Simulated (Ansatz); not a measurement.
## FGeH5OSi, SMILES F[SiH2][O][GeH3]: a rigid scan of one bond angle, step by step

Computed with the Python package of Ansatz (0.2.0).

The cells in order, each with its output:

In [1]:
```python
import ansatz
from ase import Atoms
```

In [2]:
```python
atoms = Atoms(["F", "Si", "O", "Ge", "H", "H", "H", "H", "H"], positions=[
    [-1.489, -0.4768, 1.589],
    [-0.6818, 0.8396, 0.9231],
    [0.9629, 0.4002, 0.5324],
    [0.7631, -0.7333, -0.8668],
    [-0.6688, 1.9397, 1.9071],
    [-1.3809, 1.3039, -0.2923],
    [0.1467, -0.0366, -2.0489],
    [0.0001, -1.9749, -0.4259],
    [2.2217, -1.2043, -1.2488],
])

# start the scan from a relaxed geometry
first = ansatz.Crystal.molecule_from_ase(atoms).calculation()
first = first.basis(gaussian="def2-SVP").functional("b3lyp", dispersion="d4")
first = first.relax(force_tolerance=0.02, max_steps=80)
atoms.positions = first.run(threads=1, pin="off").report["positions_ang"]
```

In [3]:
```python
rows = []
for angle in [85, 95, 105, 115, 125, 140, 160]:
    bent = atoms.copy()
    bent.set_angle(1, 2, 3, angle, indices=[3, 6, 7, 8])
    setup = (
        ansatz.Crystal.molecule_from_ase(bent).calculation()
        .basis(gaussian="def2-SVP")
        .functional("b3lyp", dispersion="d4")
    )
    rows.append((angle, setup.run(threads=1, pin="off").report["free_energy_ev"]))
floor = min(e for _, e in rows)
for angle, e in rows:
    print(f"angle Si1-O2-Ge3 = {angle:3d} deg   {1000 * (e - floor):9.1f} meV")
```
```text
angle Si1-O2-Ge3 =  85 deg      2042.3 meV
angle Si1-O2-Ge3 =  95 deg       879.8 meV
angle Si1-O2-Ge3 = 105 deg       360.0 meV
angle Si1-O2-Ge3 = 115 deg       127.9 meV
angle Si1-O2-Ge3 = 125 deg        30.9 meV
angle Si1-O2-Ge3 = 140 deg         0.0 meV
angle Si1-O2-Ge3 = 160 deg        39.0 meV
```

The scan is rigid, and the energies are electronic, in a modest basis. The zero is the lowest point of the grid, which needn't be the minimum. b3lyp holds the VWN-RPA fit, as in Gaussian; the form of ORCA and Turbomole is b3lyp5. Hardware and time: 110 s on 1 thread of Arm Neoverse V2, on a shared host, peak memory 0.31 GiB.
